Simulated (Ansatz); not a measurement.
Predict the output of the script below (the Python package of Ansatz (0.2.0)).

The script, `states_isr.py`:
```python
"""Does a wider search find a lower mean-field state of ISr(+)?"""

import ansatz as az
import numpy as np

GEOMETRY = """
Sr    0.00000    0.00000    0.00000
I     0.00000    0.00000    3.12000
"""

molecule = az.Crystal.molecule()
for line in GEOMETRY.strip().splitlines():
    symbol, *xyz = line.split()
    molecule = molecule.atom(symbol, [float(v) for v in xyz])
symbols = [site.symbol for site in molecule.cartesian_sites]

start = np.array([site.position_ang for site in molecule.cartesian_sites])
for factor in [1.0, 1.25, 1.6]:
    xyz = (start - start.mean(axis=0)) * factor
    scaled = az.Crystal.molecule()
    for symbol, place in zip(symbols, xyz):
        scaled = scaled.atom(symbol, place.tolist())
    base = scaled.calculation()
    base = base.basis(gaussian="def2-SVP").functional("hf")
    base = base.charge(1)
    base = base.accuracy("high").spin("collinear")
    for search in ("off", "standard"):
        try:
            data = base.scf(lower_state_search=search).run(threads=1).report
        except az.AnsatzError as error:
            print(f"x{factor} search {search}: {type(error).__name__}")
            continue
        state = data["mean_field"]["state"]
        print(f"all distances x{factor}, search {search:8s} E = {data['free_energy_ev']:.5f} eV  <S^2> = {abs(state['spin_squared']):.3f}  other states met: {len(data['mean_field']['others'])}")
```

Running `python states_isr.py` prints:
```text
all distances x1.0, search off      E = -8895.06991 eV  <S^2> = 0.000  other states met: 0
all distances x1.0, search standard E = -8895.06991 eV  <S^2> = 0.000  other states met: 0
all distances x1.25, search off      E = -8893.57779 eV  <S^2> = 0.000  other states met: 0
all distances x1.25, search standard E = -8893.57779 eV  <S^2> = 0.000  other states met: 2
all distances x1.6, search off      E = -8891.69692 eV  <S^2> = 0.000  other states met: 0
all distances x1.6, search standard E = -8893.17381 eV  <S^2> = 1.006  other states met: 11
```

Notes:
- The settings weren't tested for convergence.
- The count of other states can hold repeated and symmetry-equivalent ends of the search; scaling all distances is a test, and for more than two atoms no physical path.
- def2 sets replace the cores of elements past krypton by effective core potentials.
- The expectation value of S² is noticeably off S(S+1) in at least one run, so that state is spin-contaminated.
- The spin state was assumed, and another may lie lower.
- Wall time of the script: 12 s on 1 thread of Arm Neoverse V1 (shared host), peak memory 0.22 GiB.
